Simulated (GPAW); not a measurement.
A run of GPAW 26.7.0:

File run.py:

```python
from ase import Atoms
from ase.calculators.mixing import SumCalculator
from ase.filters import FrechetCellFilter
from ase.io import write
from ase.optimize import BFGS
from dftd3.ase import DFTD3
from gpaw import GPAW, PW, setup_paths

setup_paths.insert(0, '.')

atoms = Atoms(['Ti', 'Ti', 'Ti', 'S', 'S'],
              cell=[[2.7131139241, 1.5664170544, 3.2376184047],
                    [-2.7131139241, 1.5664170544, 3.2376184047],
                    [0.0, -3.1328341088, 3.2376184047]],
              scaled_positions=[[0.0, 0.335655, 0.664345],
                                [0.664345, 0.0, 0.335655],
                                [0.335655, 0.664345, 0.0],
                                [0.167839, 0.167839, 0.167839],
                                [0.832161, 0.832161, 0.832161]],
              pbc=True)

calc = GPAW(mode=PW(600),
            xc='PBEsol',
            kpts={'size': (5, 5, 5), 'gamma': True},
            occupations={'name': 'fermi-dirac', 'width': 0.05},
            nbands=44,
            convergence={'density': 1e-05, 'forces': 0.0001},
            maxiter=150,
            txt='gpaw.txt')
atoms.calc = SumCalculator([calc, DFTD3(method='pbesol', damping='d3bj')])
opt = BFGS(FrechetCellFilter(atoms), trajectory='relax.traj', logfile='-')
done = opt.run(fmax=0.02, steps=60)
calc.write('gs.gpw')
write('result.traj', atoms)
print('Converged:', done)
print('Cell:', atoms.cell.cellpar().round(4))
print('Volume:', round(atoms.get_volume(), 4))
print(atoms.get_scaled_positions().round(5))
```

Potentials or basis: PAW data sets generated in the run's folder for this functional, pw.

Command:

```sh
$ gpaw-setup -f PBEsol S Ti
$ OMP_NUM_THREADS=1 python run.py
```

Hardware: 1 thread of AMD EPYC 9R45 96-Core Processor (Zen 5), with other jobs on the host.

Problem. How long does it take, and how much memory?

Solution. Wall time 3.5 min on 1 thread of AMD EPYC 9R45 96-Core Processor (Zen 5), on a shared host, peak memory 0.41 GiB. Counts: scf iterations 146, plane waves 2775, bands 44, k points 19, ion steps 14.
